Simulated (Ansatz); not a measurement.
# C2H6BFOS: the cost of one run

All numbers below are computed with Ansatz 0.2.0 (RKS PBE/6-31G).

## 1. The structure to begin with

Bond lengths: C1–S2 1.777 Å, S2–B3 1.900 Å, B3–O4 1.526 Å, B3–C5 1.572 Å, C5–F6 1.401 Å, C1–H7 1.138 Å, C1–H8 1.053 Å, C1–H9 1.173 Å, O4–H10 0.915 Å, C5–H11 1.101 Å, C5–H12 1.098 Å. Angles (14 of 17 angles, heavy atoms first): C1–S2–B3 95.2°, S2–B3–O4 117.5°, S2–B3–C5 121.0°, O4–B3–C5 121.3°, B3–C5–F6 107.7°, S2–C1–H7 109.6°, S2–C1–H8 112.2°, S2–C1–H9 112.3°, B3–O4–H10 106.7°, B3–C5–H11 108.7°, B3–C5–H12 108.6°, F6–C5–H11 109.1°, F6–C5–H12 109.6°, H7–C1–H8 109.8°.

As a file:

```xyz
12

C    -0.6447   -0.9885    1.6829
S     0.7637   -1.3292    0.6543
B     0.6417    0.2838   -0.3429
O     1.4571    1.4774    0.1448
C    -0.1787    0.3470   -1.6829
F    -1.1762    1.3179   -1.5258
H    -1.5635   -0.8264    1.0308
H    -0.8297   -1.7620    2.3727
H    -0.5203    0.0042    2.2947
H     2.2807    1.4101   -0.2473
H    -0.6521   -0.6328   -1.8531
H     0.4990    0.6434   -2.4943
```

## 2. End point A

input.yaml

```yaml
crystal:
  periodic: [false, false, false]
  atoms:
    - { symbol: C, position_ang: [-0.6447, -0.9885, 1.6829] }
    - { symbol: S, position_ang: [0.7637, -1.3292, 0.6543] }
    - { symbol: B, position_ang: [0.6417, 0.2838, -0.3429] }
    - { symbol: O, position_ang: [1.4571, 1.4774, 0.1448] }
    - { symbol: C, position_ang: [-0.1787, 0.347, -1.6829] }
    - { symbol: F, position_ang: [-1.1762, 1.3179, -1.5258] }
    - { symbol: H, position_ang: [-1.5635, -0.8264, 1.0308] }
    - { symbol: H, position_ang: [-0.8297, -1.762, 2.3727] }
    - { symbol: H, position_ang: [-0.5203, 0.0042, 2.2947] }
    - { symbol: H, position_ang: [2.2807, 1.4101, -0.2473] }
    - { symbol: H, position_ang: [-0.6521, -0.6328, -1.8531] }
    - { symbol: H, position_ang: [0.499, 0.6434, -2.4943] }
basis:
  gaussian: { orbitals: "6-31G" }
hamiltonian:
  xc: pbe
relax:
  f_tol: 0.015
  max_steps: 40
output:
  orbitals: {}
```

Launch:

```sh
> ansatz run input.yaml --threads 1 --pin off --max-ram 2048MiB --backend cpu --events-out ev --progress --plain --runs-dir out
```

**Question.** How long does this run take on 1 thread of Intel Xeon Platinum 8488C (Sapphire Rapids), shared host, and how much memory does it need?

About 1.9 min, with a peak of 0.21 GiB.
